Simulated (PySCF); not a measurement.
# The bond of BeCl−, level by level

An exercise on one series of results from a longer session: the logs are not shown, and one member is left open.

The runs use PySCF 2.14.0; Be def2-SVPD, Cl def2-SVPD, no relativity.

1 further run of the same task is left out (set aside as unsound or not needed).

Set-up of the first run:

A driver script around PySCF takes these settings:

| Quantity | Value |
| --- | --- |
| atoms | Be, Cl |
| charge | -1 |
| basis | Be def2-SVPD, Cl def2-SVPD |
| Hamiltonian | no relativity |
| basis functions | 39 |
| electrons treated | 22 |
| masses in u | 9.0122, 34.9689 |
| levels | PBE0, PBE, r²SCAN, M06-2X, B2PLYP, B3LYP, HF, MP2, SCS-MP2, CCSD, CCSD(T) |
| grid | 80 radial by 434 angular points |
| occupations | held fixed by the projection of orbital angular momentum |
| dissociation limit | Be + Cl−, each in its ground configuration |
| starting distance in angstrom | 2.030 |
| values of 2S to try | 0, 2 |

Among the steps run: Set-up; First curve: PBE0; PBE; r²SCAN (meta-GGA); M06-2X (hybrid meta-GGA); B2PLYP (double hybrid); B3LYP (global hybrid GGA); RHF (mean field); Correlated methods on the Hartree–Fock reference.

One table of the session follows, with a row left open; its other results are not shown here.

It belongs to the step «Constants by level of theory». Differences from CCSD(T) in the same basis:

```
      level  Re (mÅ)  ωe (%)
        RHF      -24    +6.9
    RHF-MP2        ?       ?
RHF-SCS-MP2      -16    +3.6
   RHF-CCSD       -2    +0.5
        PBE      -32    +5.1
     r²SCAN      -38    +8.6
      B3LYP      -39    +5.9
       PBE0      -41    +8.1
     M06-2X      -44    +8.1
     B2PLYP      -35    +5.9
```

**Question.** Estimate the row for RHF-MP2.

The run gave: Re (mÅ): -21; ωe (%): +4.8. In the column «Re (mÅ)» it lies between RHF (-24) and RHF-SCS-MP2 (-16).

Hartree–Fock falls on the short and stiff side, its usual fault. CCSD(T) in a basis this small is itself some way from its limit, more so than the functionals.
